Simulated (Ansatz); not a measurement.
Task: a phonon calculation by linear response of S, space group Fm-3m, with Ansatz's Python interface. Give the script and its output. Level of theory: PBEsol, PAW, cutoff 420 eV, 14×14×14 k-points, Fermi-Dirac smearing of 0.05 eV.

```xyz
1
Lattice="0.0000 1.9944 1.9944 1.9944 0.0000 1.9944 1.9944 1.9944 0.0000" Properties=species:S:1:pos:R:3 pbc="T T T"
S     0.0000    0.0000    0.0000
```

Script `run_dfpt.py`:
```python
from pathlib import Path

import ansatz as az
import numpy as np

ECUT = 420
FILLING = "fermi_dirac"
WIDTH_EV = 0.05
KMESH = (14, 14, 14)

lattice = az.Lattice.of(
    (0.0, 1.99435034, 1.99435034),
    (1.99435034, 0.0, 1.99435034),
    (1.99435034, 1.99435034, 0.0),
)
sites = [
    ("S", (0.0, 0.0, 0.0)),
]
material = az.Crystal(lattice=lattice)
for symbol, position in sites:
    material = material.atom(symbol, position)

setup = (
    material.calculation()
    .functional(az.Functional.PBESOL)
    .basis(ECUT)
    .occupations(FILLING, width=WIDTH_EV)
    .kpoints(*KMESH)
    .phonons("dfpt", points=[(0, 0, 0), (0, 0, 0.5), (0.5, 0.5, 0.5)])
)
res = setup.run(threads=1, pin="off", runs_dir="runs")
ph = res.phonons

for q in ph.qpoints:
    print("q =", np.round(q.q_frac, 3), "1/cm:", " ".join(f"{w:.1f}" for w in q.omega_inv_cm))
```

```console
$ python run_dfpt.py
q = [0. 0. 0.] 1/cm: -0.0 -0.0 -0.0
q = [0.  0.  0.5] 1/cm: -175.6 -175.6 -169.4
q = [0.5 0.5 0.5] 1/cm: -175.6 -175.6 -169.4
```

The cell isn't relaxed first, so the values belong to this volume. A negative frequency stands for an imaginary mode. This isn't the structure that S takes at ambient conditions. The structure is taken as given; imaginary modes can come from an unrelaxed or unstable start. Phonons of metals also depend on mesh and smearing. It ran for 12 s on 1 thread of Arm Neoverse V2, on a shared host, peak memory 0.54 GiB.

(Lines on the test bed's own set-up are left out of the output.)
